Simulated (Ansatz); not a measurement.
Run this with Ansatz's Python interface and show what comes out.

`ag.py`:
```python
'''Mixing of Ag and Au on the fcc lattice, after relaxing cells and atoms.'''

from collections import Counter
import csv

import ansatz as az
import numpy as np


def fcc(a_site, a):
    return (
        az.Lattice.fcc(a)
        .space_group(225)
        .atom(a_site, (0, 0, 0))
        .primitive()
    )

A_FIRST, A_LAST = 4.09, 4.07


def solve(name, crystal):
    calc = (
        crystal.calculation()
        .scf(tolerance=1e-05, lower_state_search='light')
        .pseudopotentials('nc')
        .mixing('anderson', beta=0.5)
        .functional('lda')
        .kpoints(spacing=0.39)
        .occupations('fermi_dirac', width=0.1)
        .band_table()
    )
    calc = calc.relax(force_tolerance=0.02, max_steps=60, cell=True)
    return calc.run(threads=1, backend='cpu')

def relaxed_twice(name, crystal):
    # the second pass draws mesh and plane waves anew for the relaxed cell
    first = solve(name, crystal)
    again = az.Crystal(lattice=az.Lattice.of(first.lattice.cell_ang))
    for site in first.report['lattice']['sites']:
        again = again.atom(site['symbol'], site['position_frac'])
    return solve(name, again)


def volume_per_atom(outcome):
    return abs(np.linalg.det(outcome.lattice.cell_ang)) / len(outcome.lattice.sites)


def counts(outcome):
    return Counter(site.symbol for site in outcome.lattice.sites)

# ordered cells: the first k mixed sites take the second element
phases = {}
for k in range(4 + 1):
    a = A_FIRST + (A_LAST - A_FIRST) * k / 4
    cell = fcc('Ag', a).conventional().resolved()
    sites = [site.position for site in cell.sites if site.symbol == 'Ag']
    for position in sites[:k]:
        cell = cell.substitution('Au', at=position, replaces='Ag')
    phases[f'Ag{4 - k}Au{k}'] = cell.resolved()

done = {name: relaxed_twice(name, crystal) for name, crystal in phases.items()}

# mixing quantities against the straight line between the end members, both on this lattice
x = {name: counts(o)['Au'] / (counts(o)['Ag'] + counts(o)['Au']) for name, o in done.items()}
first, last = min(x, key=x.get), max(x, key=x.get)
energy = {name: o.report['energy_sigma0_ev'] / len(o.lattice.sites) for name, o in done.items()}
volume = {name: volume_per_atom(o) for name, o in done.items()}
rows = []
for name in sorted(done, key=x.get):
    line = lambda table: (1 - x[name]) * table[first] + x[name] * table[last]
    rows.append((name, x[name], 1000 * (energy[name] - line(energy)), volume[name], 100 * (volume[name] / line(volume) - 1)))
with open('alloy.csv', 'w', newline='') as handle:
    writer = csv.writer(handle)
    writer.writerow(['cell', 'x(Au)', 'E_mix (meV/atom)', 'V (A^3/atom)', 'excess V (%)'])
    writer.writerows([round(v, 4) if isinstance(v, float) else v for v in row] for row in rows)
print(open('alloy.csv').read())
```

`python ag.py` gives:
```text
DeckWarning: basis.ecutwfc = 1170.089609 eV, auto-derived from the records' recommended cutoffs: set by Ag (normal level)
DeckWarning: scf.convergence.dr2_threshold = 1e-5 eV is looser than this run's default, which is 1e-7 eV or tighter. The error in the forces grows as the threshold's square root, so leave the key out unless less accurate forces are enough
DeckWarning: relax.cell: scf.convergence.dr2_threshold = 1e-5 eV is looser than the 4e-10 eV advised for a relaxation that steers and ends on the stress (1e-10 eV for each atom of the cell: 4). What an SCF threshold leaves in a stress goes as its square root, and in the free energy as the threshold itself, and one [...]
DeckWarning: basis.ecutwfc = 1034.032677 eV, auto-derived from the records' recommended cutoffs: set by Au (normal level)
cell,x(Au),E_mix (meV/atom),V (A^3/atom),excess V (%)
Ag4Au0,0.0,0.0,16.1229,0.0
Ag3Au1,0.25,-39.1627,16.2093,-0.1094
Ag2Au2,0.5,-79.2765,16.2204,-0.6789
Ag1Au3,0.75,-45.5171,16.3606,-0.4551
Ag0Au4,1.0,0.0,16.5396,0.0
```
(Warnings from the package without file and line, shortened.)

Mixing energies: -39 meV an atom at x(Au) = 0.25 (volume -0.1 % off the straight line), -79 meV an atom at x(Au) = 0.50 (volume -0.7 % off the straight line) and -46 meV an atom at x(Au) = 0.75 (volume -0.5 % off the straight line). Values this small can change sign on a finer mesh.

The settings weren't tested for convergence. For the metals among these phases the mesh is modest: differences between phases can be off by up to 40 meV an atom. Spin-orbit coupling, which matters for elements this heavy, is left out. These are small ordered cells, with both end members on the same lattice, which need not be their own; they aren't random solutions. Differences under about 40 meV an atom lie within the error of mesh and functional. The cells are prototypes set up for this calculation and needn't exist. Run time: 7 min on 1 thread of Arm Neoverse V1, with other jobs on the host, peak memory 0.54 GiB.

(Lines on the test bed's own set-up are left out of the output.)
